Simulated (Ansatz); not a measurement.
This script makes an all-electron equation of state of BiTe, space group R-3m with the Ansatz DFT code, driven from Python.

`eos_lapw_bite.py`
```python
# -*- coding: utf-8 -*-
"""E(V) of BiTe on LAPW."""

import ansatz as az
from ase.eos import EquationOfState
from ase.units import GPa
import numpy as np

VECTORS = np.array([
    [2.42271, 1.39875, 3.31729],
    [-2.42271, 1.39875, 3.31729],
    [0.0, -2.7975, 3.31729],
])
SITES = [
    ("Bi", (0.5, 0.5, 0.5)),
    ("Te", (0.0, 0.0, 0.0)),
]


def on_lattice(cell):
    crystal = az.Crystal(lattice=az.Lattice.of(cell))
    for symbol, position in SITES:
        crystal = crystal.atom(symbol, position)
    return crystal


def main():
    volumes, energies = [], []
    for scale in np.linspace(0.92, 1.08, 5):
        cell = VECTORS * scale ** (1 / 3)
        calculation = on_lattice(cell).calculation()
        calculation = calculation.mixing("broyden", beta=0.5)
        calculation = calculation.occupations("fermi_dirac", width=20 * az.meV)
        calculation = calculation.scf(tolerance=1e-08, extra_bands=8).functional("pbe")
        calculation = calculation.kpoints(8, 8, 8)
        calculation = calculation.pseudopotentials("all_electron", lapw=True)
        r = calculation.run().report
        volumes.append(abs(np.linalg.det(cell)) / len(SITES))
        energies.append(r["free_energy_ev"] / len(SITES))
        print(f"{scale:.3f} {volumes[-1]:9.4f} A^3/atom {energies[-1]:16.5f} eV/atom  (estimated basis error {1000 * r['lapw_basis_errors']['total_ev_per_atom']:.2f} meV/atom)")
    v0, e0, bulk = EquationOfState(volumes, energies, eos="birchmurnaghan").fit()
    print(f"V0 = {v0:.4f} A^3/atom, B0 = {bulk / GPa:.1f} GPa")


if __name__ == "__main__":
    main()
```

Its results, one of them left out:

| V (Å³/atom) | F less the lowest row shown (meV/atom) |
| --- | --- |
| 31.027 | 36.61 |
| 32.376 | 8.13 |
| 33.725 | 0.00 |
| 35.074 | ? |
| 36.423 | 29.06 |

What is the missing energy at 35.074 Å³ an atom?

A third-order Birch-Murnaghan fit, E = E0 + (9 V0 B0 / 16) [(t - 1)³ B' + (t - 1)² (6 - 4t)] with t = (V0/V)^(2/3), through the 4 rows shown gives V0 = 33.675 Å³, B0 = 48.2 GPa, B' = 4.68 and E0 = -0.01 meV. At V = 35.074 Å³, t = 0.97324, and the fit interpolates to 8.08 meV. The run gave 8.09 meV, a miss of 0.01 meV.

These settings explore the input space; cutoff and mesh may be short of convergence. Shape and fractional positions are held along the curve, so the bulk modulus is an upper value where they are free to relax. Spin-orbit coupling, which matters for elements this heavy, is left out. The structure comes from a database of computed cells and needn't be a stable or known phase. Wall time of the script: 2.4 min on 1 thread of Intel(R) Xeon(R) Platinum 8175M CPU @ 2.50GHz (Skylake/Cascade Lake), with other jobs on the host, peak memory 0.61 GiB.
